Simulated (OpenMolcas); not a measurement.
# Os³⁺ among point charges: CASSCF and CASPT2 levels and susceptibility

How does a field of 6 point charges split the states of Os³⁺, and what χT follows?

Method: state-averaged CASSCF and CASPT2, spin-orbit coupling by RASSI with atomic mean-field integrals. Code: OpenMolcas 26.06.

## 1. Starting point

* Species: Os³⁺ (osmium, Z = 76, 73 electrons)
* Basis: ANO-RCC-VDZP [7s6p4d2f1g], 68 functions
* Scalar Hamiltonian: DKH2, point nucleus
* Inactive shells: 1s 2s 2p 3s 3p 3d 4s 4p 4d 4f 5s 5p
* Active space: 5 electrons in 5 orbitals (5d)
* Some configurations of this space: 5d5
* Orbitals: optimised for each spin and parity, averaged over all roots

Outer shells as boxes (Hund's rule):

5d5
```
5d [↑ ][↑ ][↑ ][↑ ][↑ ]
```

The ion sits among 6 point charges of -1.5 e arranged as an octahedron (Oh), 2.14 Å from the ion.

The work runs as a chain of OpenMolcas steps in one folder; each step below is one input file. Labels, J, g values, rates, χT and fits are worked out afterwards by a script from the matrices that RASSI stores. The input lists half of the charges; inversion (Group=XYZ) makes the rest.

## 2. GATEWAY and SEWARD: basis and integrals

a.inp

```
&GATEWAY
Coord
1

Os 0.0 0.0 0.0
Basis=ANO-RCC-VDZP
Group=XYZ
NoMove
AngMom=0.0 0.0 0.0
AMFI
XField
3 Angstrom 0
2.140000 0.000000 0.000000 -1.500000
0.000000 2.140000 0.000000 -1.500000
0.000000 0.000000 2.140000 -1.500000
&SEWARD
```

On the command line:

```bash
> OMP_NUM_THREADS=1 MOLCAS_MEM=1689 MOLCAS_PROJECT=a pymolcas a.inp > a.log
```

## 3. Reference wave functions, sextets of even parity, 1 root

a.inp

```
&RASSCF
FileOrb=start.orb
Symmetry=1
Spin=6
nActEl=5 0 0
Inactive=15 19
Ras2=5 0
CIRoot=1 1 1
SDav=1
CIMx=300
Iter=120 100
PrWF=0.3
OrbListing=Nothing
MaxOrb=0
>>> COPY $Project.JobIph JOB001
```

start.orb holds the contracted functions of the basis, ordered by shell, or the orbitals of the step before.

## 4. Reference wave functions, quartets of even parity, 24 roots

a.inp

```
&RASSCF
FileOrb=start.orb
Symmetry=1
Spin=4
nActEl=5 0 0
Inactive=15 19
Ras2=5 0
CIRoot=24 24 1
SDav=24
CIMx=300
Iter=120 100
PrWF=0.3
OrbListing=Nothing
MaxOrb=0
>>> COPY $Project.JobIph JOB002
```

## 5. Reference wave functions, doublets of even parity, 75 roots

a.inp

```
&RASSCF
FileOrb=start.orb
Symmetry=1
Spin=2
nActEl=5 0 0
Inactive=15 19
Ras2=5 0
CIRoot=75 75 1
SDav=75
CIMx=300
Iter=120 100
PrWF=0.3
OrbListing=Nothing
MaxOrb=0
>>> COPY $Project.JobIph JOB003
```

## 6. State interaction with spin-orbit coupling

a.inp

```
&RASSI
NrOfJobIphs=3 1 24 75
1
1 2 3 4 5 6 7 8 9 10 11 12 13 14 15 16 17 18 19 20 21 22 23 24
1 2 3 4 5 6 7 8 9 10 11 12 13 14 15 16 17 18 19 20 21 22 23 24 25 26 27
28 29 30 31 32 33 34 35 36 37 38 39 40 41 42 43 44 45 46 47 48 49 50 51
52 53 54 55 56 57 58 59 60 61 62 63 64 65 66 67 68 69 70 71 72 73 74 75
IphNames
JOB001
JOB002
JOB003
EJob
SpinOrbit
DIPRint=1.0
SOCoupling=1000.0
Subsets=2
Property=9
'ANGMOM' 1 'ANGMOM' 2 'ANGMOM' 3 'MLTPL  1' 1 'MLTPL  1' 2 'MLTPL  1' 3
'AMFI' 1 'AMFI' 2 'AMFI' 3
SOProperty=3
'ANGMOM' 1 'ANGMOM' 2 'ANGMOM' 3
```

## 7. CASPT2: IPEA 0.25, imaginary shift 0.1 (closed shells correlated: 5s 5p)

a.inp

```
>>> COPY JOB001 $Project.JobIph
&CASPT2
Multistate=1 1
Frozen=14 16
IPEA=0.25
Imaginary=0.1
MaxIter=60
WThr=0.0 0.3 0.05
PrWF=0.5
NoMix
>>> COPY JOB002 $Project.JobIph
&CASPT2
Multistate=24 1 2 3 4 5 6 7 8 9 10 11 12 13 14 15 16 17 18 19 20 21 22
23 24
NoMult
Frozen=14 16
IPEA=0.25
Imaginary=0.1
MaxIter=60
WThr=0.0 0.3 0.05
PrWF=0.5
NoMix
>>> COPY JOB003 $Project.JobIph
&CASPT2
Multistate=75 1 2 3 4 5 6 7 8 9 10 11 12 13 14 15 16 17 18 19 20 21 22
23 24 25 26 27 28 29 30 31 32 33 34 35 36 37 38 39 40 41 42 43 44 45 46
47 48 49 50 51 52 53 54 55 56 57 58 59 60 61 62 63 64 65 66 67 68 69 70
71 72 73 74 75
NoMult
Frozen=14 16
IPEA=0.25
Imaginary=0.1
MaxIter=60
WThr=0.0 0.3 0.05
PrWF=0.5
NoMix
```

(Steps that only read results are left out.)

**Question.** What will these runs give? Wanted: spin-free ground state; lowest level; next level.

As calculated:

| quantity | value |
| --- | --- |
| method | SS-CASPT2, IPEA 0.25, imaginary shift 0.1 (closed shells correlated: 5s 5p) |
| spin-free ground state | 6A1, 1-fold in its orbital part |
| lowest level | 2-fold Γ7, g = 3.18, 3.18, 3.18 |
| next level | 198.3 cm⁻¹ |
| χT at 300 K | 3.87 cm³ K/mol |
| effective moment at 300 K | 5.56 μB |

Cost by method:

| method | time of its own steps | time with the reference |
| --- | --- | --- |
| A. CASSCF | 14 s | 14 s |
| B. SS-CASPT2, IPEA 0.25, imaginary shift 0.1, +5s 5p | 6.7 s | 21 s |

Times are of one thread on a shared host.

**Reading.** The spin-free ground state (6A1) comes to 100 % from free-ion S terms and keeps the highest spin of the shell. χT at 300 K is 3.87, against 4.39 cm³ K/mol for the spin alone, so spin-orbit coupling lowers it. An active space of the d shell alone favours high spin; real ions in strong fields can be low spin. A ligand-field fit to the states below 45000 cm-1 gives 10Dq = 8154 cm-1, B = 701 cm-1 and C = 3191 cm-1 (C/B = 4.55), with a deviation of 453 cm-1. CASPT2 does not keep the components of a term degenerate, and the means are used. The field of point charges can differ much from that of real complexes. With metal d orbitals alone active, the gaps between spin states are rough; where two lie within a few thousand cm-1, their order is open. This is an electrostatic model: the charges have no orbitals.
